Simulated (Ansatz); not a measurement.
# SiCl2 (SMILES Cl[Si]Cl): RPA@PBE/cc-pVTZ

What is the electronic atomisation energy of SiCl2 at RPA@PBE/cc-pVTZ? 

The calculation is run with Ansatz 0.2.0.

37 further runs of the same task are left out: 1 that didn't finish, 36 set aside as unsound or not needed.

## Step 1: Starting point

SiCl2: 3 atoms, total charge 0, spin state singlet. As SMILES, `Cl[Si]Cl`. Geometry: relaxed at PBE0-D4/def2-TZVP.

Bond lengths: Cl1–Si2 2.077 Å, Si2–Cl3 2.077 Å. Angles: Cl1–Si2–Cl3 101.3°.

## Step 2: A single-point energy at RPA@PBE/cc-pVTZ

run.yaml reads:

```yaml
crystal:
  periodic: [false, false, false]
  atoms:
    - {symbol: Cl, position_ang: [0.293800, 1.603800, 0.338000]}
    - {symbol: Si, position_ang: [-0.770100, -0.010400, -0.422000]}
    - {symbol: Cl, position_ang: [0.476300, -1.593400, 0.084000]}
basis:
  gaussian:
    orbitals: cc-pVTZ
hamiltonian:
  xc: pbe
accuracy: high
correlation:
  method: rpa
  frozen_orbitals: {Cl: 5, Si: 5}
```

On the command line:

```console
$ ansatz run run.yaml --threads 1 --pin off --max-ram 3480MiB --events-out events.jsonl --progress --plain --runs-dir runs
```

The log of the run:

```text
Warning: RAYON_NUM_THREADS=1 ignored (pool sized by the plan → 1); use --threads N
Functional definition: PBE
  name "PBE"
  parameter kappa = 0.804
  parameter beta = 0.06672455060314922
  exchange = pbe_x(kappa = kappa, mu = beta*pi^2/3)
  correlation = pbe_c(beta = beta)
1569 factors; integrals over basis functions are off by at most 3.2e-9 eV
mean field evaluation 1: about -32911.2291 eV, gradient 1.6e1 eV
mean field evaluation 2: about -32911.2276 eV, gradient 1.6e1 eV
mean field evaluation 4: about -32911.8512 eV, gradient 4.9e0 eV
mean field evaluation 8: about -32911.9281 eV, gradient 4.7e-2 eV
mean field evaluation 16: about -32911.9281 eV, gradient 1.1e-6 eV
mean field -32911.92807380 eV, -1209.4910482060 hartree, gradient 8.6e-8 eV, S^2 0.000000; 0 other end points of the search recorded, 0 dependent functions left out
15 core orbitals not correlated: weight in the atoms' cores, before any rotation towards them, 1.000 or more for the frozen orbitals, at most 0.000 for the correlated occupied ones
reference -32871.95442530 eV, -1208.0220437187 hartree; 9, 9 occupied and 78, 78 virtual orbitals, 1569 factors
Total energy: -32893.36342556 eV, -1208.8088099667 hartree
```

Wall time 10 s (1 thread of Arm Neoverse V1, shared host); peak memory 0.27 GiB.

## Step 3: The Cl atom, same level

input.yaml reads:

```yaml
crystal:
  periodic: [false, false, false]
  atoms:
    - {symbol: Cl, position_ang: [0.000000, 0.000000, 0.000000]}
basis:
  gaussian:
    orbitals: cc-pVTZ
magnetization:
  spin_polarized: true
  initial_magnetization: 1
hamiltonian:
  xc: {name: PBE}
correlation:
  method: rpa
  frozen_orbitals: {Cl: 5}
accuracy: high
```

Run the same way, it converges to -459.76741 Eh (log not shown).

## Step 4: The Si atom at the same level

run.yaml reads:

```yaml
crystal:
  periodic: [false, false, false]
  atoms:
    - {symbol: Si, position_ang: [0.000000, 0.000000, 0.000000]}
basis:
  gaussian: {orbitals: cc-pVTZ}
total_charge: 0
magnetization: {spin_polarized: true, initial_magnetization: 2}
hamiltonian: {xc: pbe}
correlation: {method: rpa, frozen_orbitals: {Si: 5}}
accuracy: high
```

On the command line:

```console
$ ansatz run run.yaml --threads 1 --pin off --max-ram 3480MiB --events-out events.jsonl --progress --plain --runs-dir runs
```

The log of the run:

```text
Warning: RAYON_NUM_THREADS=1 ignored (pool sized by the plan → 1); use --threads N
[... 6 set-up lines as earlier in the session ...]
342 factors; integrals over basis functions are off by at most 3.0e-9 eV
mean field evaluation 1: about -7870.1577 eV, gradient 2.9e0 eV
mean field evaluation 2: about -7870.1569 eV, gradient 2.9e0 eV
mean field evaluation 4: about -7870.2557 eV, gradient 4.0e-1 eV
mean field evaluation 8: about -7870.2561 eV, gradient 2.1e-4 eV
mean field evaluation 16: about -7870.1350 eV, gradient 3.0e0 eV
mean field evaluation 32: about -7870.1036 eV, gradient 4.0e0 eV
mean field -7870.25609733 eV, -289.2265769255 hartree, gradient 1.5e-8 eV, S^2 2.003911; 5 other end points of the search recorded, 0 dependent functions left out
5 core orbitals not correlated: weight in the atoms' cores, before any rotation towards them, 1.000 or more for the frozen orbitals, at most 0.000 for the correlated occupied ones
reference -7860.01832419 eV, -288.8503457020 hartree; 3, 1 occupied and 26, 28 virtual orbitals, 342 factors
Total energy: -7863.88621237 eV, -288.9924879710 hartree
```

Wall time 2.2 s (1 thread of Arm Neoverse V1, shared host); peak memory 0.099 GiB.

## Step 5: Outcome

At RPA@PBE/cc-pVTZ, 15 core orbitals frozen:

| quantity | value |
| --- | --- |
| molecule: total energy | -1208.80881 Eh |
| molecule: RPA correlation energy (valence) | -786.8 mEh |
| Cl atom: total energy | -459.76741 Eh |
| Cl atom: RPA correlation energy (valence) | -289.6 mEh |
| Cl atom: ⟨S²⟩ of the reference determinant | 0.753 |
| Si atom: total energy | -288.99249 Eh |
| Si atom: RPA correlation energy (valence) | -142.1 mEh |
| Si atom: ⟨S²⟩ of the reference determinant | 2.004 |
| electronic atomisation energy | 7.660 eV |

Taking the molecule apart into free atoms costs 7.66 eV (177 kcal/mol), before zero-point energy and without spin-orbit coupling.
